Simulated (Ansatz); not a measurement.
The system is CsLi2.

```
Cs Li
1.0
     3.96633    0.00000    0.00000
    -1.98317    3.43495    0.00000
     0.00000    0.00000   10.02838
Cs Li
1 2
Direct
  0.00000 0.00000 0.00000
  0.33333 0.66667 0.34863
  0.33333 0.66667 0.65137
```

The cell was built by a generator and needn't be a form met in nature.

| Item | Value |
| --- | --- |
| Program | Ansatz 0.2.0 |
| Task | relaxation of cell and atoms |
| Functional | BLYP |
| Potentials or basis | Ansatz PAW |
| Cutoff | 420 eV (not typed: the program's choice for these potentials) |
| k mesh | 8 × 8 × 3 |
| Occupations | fermi-dirac, width 0.05 eV |
| Spin | no spin polarisation |

At the start: volume 45.54 Å³/atom.

Q: How do energy, volume and symmetry change on relaxing?

A: It ends after 6 steps and the volume is 52.25 Å³/atom (+14.7 %); space group P-6m2 (No. 187, to 0.05 Å).

Step by step:
```csv
step,energy change (eV),largest force (eV/Å),volume (Å³)
1,0.0000,0.0063,136.63
2,-0.0076,0.0044,139.45
3,-0.0256,0.0010,152.35
4,-0.0267,0.0003,155.98
5,-0.0267,0.0006,156.75
6,-0.0271,0.0006,156.75
```

Final structure:
```
Cs Li
1.0
     4.23612    0.00000    0.00000
    -2.11806    3.66859    0.00000
     0.00000    0.00000   10.08648
Cs Li
1 2
Direct
  0.00000 0.00000 0.00000
  0.33333 0.66667 0.34930
  0.33333 0.66667 0.65070
```

Caveat: the plane-wave basis is chosen anew once the cell has moved, so the energies of steps on either side of that aren't comparable; the PAW data sets come from PBE, with cores solved anew for the run's functional, which leaves a small shift of forces and pressure.
